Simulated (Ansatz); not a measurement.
# CH4BBrSi: one species, many methods

The task here is to estimate one member of a computed series from the others.

The runs use Ansatz 0.2.0, Gaussian basis; functionals in def2-TZVPP, the program's frozen cores in correlated methods.

Plan: LDA (SPW92), PBE-D4, revPBE-D4, BLYP-D4, r2SCAN-D4, B97M-V, PBE0-D4, B3LYP-D4, r2SCANh-D4, r2SCAN0-D4, HSE06-D4, BHLYP-D4, CAM-B3LYP-D4, LC-ωPBE, ωB97X-V, ωB97M-V, B2PLYP, PBE-QIDH; CCSD(T)/def2-SVP; CCSD(T)/def2-TZVPP; MP2/def2-QZVPP; extrapolation to the limit; RPA on PBE.

### The relaxed structure

All runs share one geometry, relaxed beforehand with PBE0-D4 in a triple-zeta def2 set.

SMILES `BrC1B[SiH2]1`, 8 atoms, charge 0, spin multiplicity 1.

Atoms are counted from 1 here; the program's logs count them from 0.

Bond lengths: Br1–C2 1.913 Å, C2–B3 1.472 Å, C2–Si4 2.075 Å, C2–H5 1.089 Å, B3–Si4 1.907 Å, B3–H6 1.185 Å, Si4–H7 1.486 Å, Si4–H8 1.479 Å. Angles: Br1–C2–B3 125.0°, Br1–C2–Si4 141.0°, Br1–C2–H5 108.2°, B3–C2–Si4 62.3°, B3–C2–H5 124.8°, Si4–C2–H5 86.5°, C2–B3–Si4 74.5°, C2–B3–H6 132.4°, Si4–B3–H6 134.9°, C2–Si4–B3 43.1°, C2–Si4–H7 127.4°, C2–Si4–H8 100.0°, B3–Si4–H7 121.8°, B3–Si4–H8 127.3°, H7–Si4–H8 110.5°.

Set-up of the first run:

The input, in.yaml:

```yaml
crystal:
  periodic: [false, false, false]
  atoms:
    - {symbol: Br, position_ang: [-2.210322, 1.174346, -0.816573]}
    - {symbol: C, position_ang: [-0.900978, 0.023713, -0.028594]}
    - {symbol: B, position_ang: [-0.033852, 0.384170, 1.105216]}
    - {symbol: Si, position_ang: [1.112306, -0.457760, -0.164862]}
    - {symbol: H, position_ang: [-1.097726, -0.994397, -0.362198]}
    - {symbol: H, position_ang: [0.035760, 1.356045, 1.779845]}
    - {symbol: H, position_ang: [2.174495, 0.295105, -0.881418]}
    - {symbol: H, position_ang: [1.012318, -1.838322, -0.687215]}
basis:
  gaussian: {orbitals: def2-TZVPP}
hamiltonian: {xc: lda}
output: {orbitals: {seedname: orbitals}}
```

Started as:

```sh
> ansatz run in.yaml --threads 2 --pin off --events-out ev --progress --plain --max-ram 4352MiB
```

Among the steps run: LDA; PBE-D4 (GGA); revPBE-D4 (GGA); BLYP-D4 (GGA); r2SCAN-D4 (meta-GGA); B97M-V (meta-GGA); B3LYP-D4 (hybrid); r2SCANh-D4 (hybrid); r2SCAN0-D4 (hybrid); HSE06-D4 (hybrid); BHLYP-D4 (hybrid); CAM-B3LYP-D4 (range-separated); LC-ωPBE (range-separated); ωB97X-V (range-separated); ωB97M-V (range-separated); B2PLYP (double hybrid); PBE-QIDH (double hybrid).

One table of the session follows, with a row left open; its other results are not shown here.

It belongs to the step «Orbital energies across the functionals». 

| functional | HOMO (eV) | LUMO (eV) | gap (eV) |
| --- | --- | --- | --- |
| LDA (SPW92) | -6.23 | -3.10 | 3.13 |
| PBE-D4 | -6.08 | -2.90 | 3.18 |
| revPBE-D4 | -6.03 | -2.82 | 3.21 |
| BLYP-D4 | -5.89 | -2.71 | 3.18 |
| r2SCAN-D4 | -6.27 | -2.72 | 3.56 |
| B97M-V | -6.31 | -2.68 | 3.63 |
| PBE0-D4 | -7.07 | -2.02 | 5.05 |
| B3LYP-D4 | -6.85 | -2.18 | 4.67 |
| r2SCANh-D4 | -6.64 | -2.40 | 4.25 |
| r2SCAN0-D4 | -7.20 | -1.93 | 5.28 |
| HSE06-D4 | -6.69 | -2.40 | 4.29 |
| BHLYP-D4 | -7.89 | -1.00 | 6.90 |
| CAM-B3LYP-D4 | -8.25 | -0.90 | 7.35 |
| LC-ωPBE | -9.54 | 0.18 | 9.72 |
| ωB97X-V | ? | ? | ? |
| ωB97M-V | -9.09 | -0.09 | 9.00 |

Estimate the missing values for ωB97X-V.

The run gave: HOMO (eV): -9.21; LUMO (eV): 0.10; gap (eV): 9.31. In the column «HOMO (eV)» it lies between LC-ωPBE (-9.54) and ωB97M-V (-9.09).
